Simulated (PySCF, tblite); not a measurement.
# C4H7OSi radical: geometry, infrared bands and EPR parameters

Aim: predict the infrared bands and EPR parameters of C4H7OSi radical (`C#C[Si@H](O)[CH]C`).

Programs: tblite 0.8.0 and PySCF 2.14.0, with density-fitted response routines of our own. Each step states its level of theory. These are calculated values for one molecule in the gas phase, unless marked as measured. Atoms count from 0, in the outputs and in this text.

## (1) The starting structure

13 atoms, charge 0, multiplicity 2; geometry from: force field or distance geometry start.

Bonds of the start (Å): C0–C1 1.21, C1–Si2 1.86, Si2–O3 1.66, Si2–C4 1.82, C4–C5 1.49, C0–H6 1.06, Si2–H7 1.48, O3–H8 0.97, C4–H9 1.08, C5–H10 1.09, C5–H11 1.10, C5–H12 1.10.

## (2) Geometry optimisation with GFN2-xTB

The job: settings as JSON, then the geometry in Å.

```
{"job": {"kind": "relax", "xc": "GFN2-xTB", "basis": "xTB"}, "charge": 0, "multiplicity": 2}
C      3.252700     0.121500     0.987900
C      2.071300    -0.136800     0.888400
Si     0.262800    -0.562800     0.753600
O      0.048900    -2.033800     0.021000
C     -0.612800     0.715800    -0.201400
C     -2.085900     0.686300    -0.424400
H      4.281000     0.362900     1.069500
H     -0.344500    -0.616500     2.102600
H      0.571700    -2.178000    -0.777800
H     -0.038400     1.570400    -0.533000
H     -2.310600     0.931700    -1.465700
H     -2.527100    -0.294100    -0.205900
H     -2.573400     1.433900     0.224400
```

Command:

```sh
OMP_NUM_THREADS=1 python probes_run.py task.json out
```

The driver reads the jobs from task.json and runs them one after another.

**Question.** This job is followed by: GFN2-xTB harmonic vibrations, gas phase; UKS B3LYP, pcH-1 on C H O Si, non-relativistic, mean-field spin-orbit, GIAO. Predict these results of the whole session: strongest single infrared mode (GFN2-xTB); zero-point energy (GFN2-xTB); g(iso) (B3LYP); ⟨S²⟩; largest a(iso) (averaged by class); potential on the surface of density 0.002 e/bohr³, 1st and 99th percentile.

**Answer**, as computed:

| quantity | value |
| --- | --- |
| strongest single infrared mode (GFN2-xTB) | 816 cm⁻¹, 371 km/mol |
| zero-point energy (GFN2-xTB) | 57.4 kcal/mol |
| g(iso) (B3LYP) | 2.00262 |
| ⟨S²⟩ | 0.753 (exact 0.75) |
| largest a(iso) (averaged by class) | 13C on C4, 81.2 MHz |
| potential on the surface of density 0.002 e/bohr³, 1st and 99th percentile | -1.40 V and 2.27 V |

**Reading.** Over 94 steps the energy fell by 0.173 eV; of the close pairs, Si2–C4 changed most, 1.820 to 1.854 Å. No mode is imaginary among the 33: a minimum at this level. The strongest single mode, at 816 cm⁻¹, moves mainly H8. GFN2-xTB is a fitted tight-binding method: band positions and strengths are rough. Its intensities can rank the bands wrongly. C4 carries the largest spin population, 0.99 e. The isotropic g lies 0.3 ppt above the free-electron value. These values are for one conformer; the search (at its own cheap level) found 1 more, at 0.45 kcal/mol, and measured spectra average over such forms.
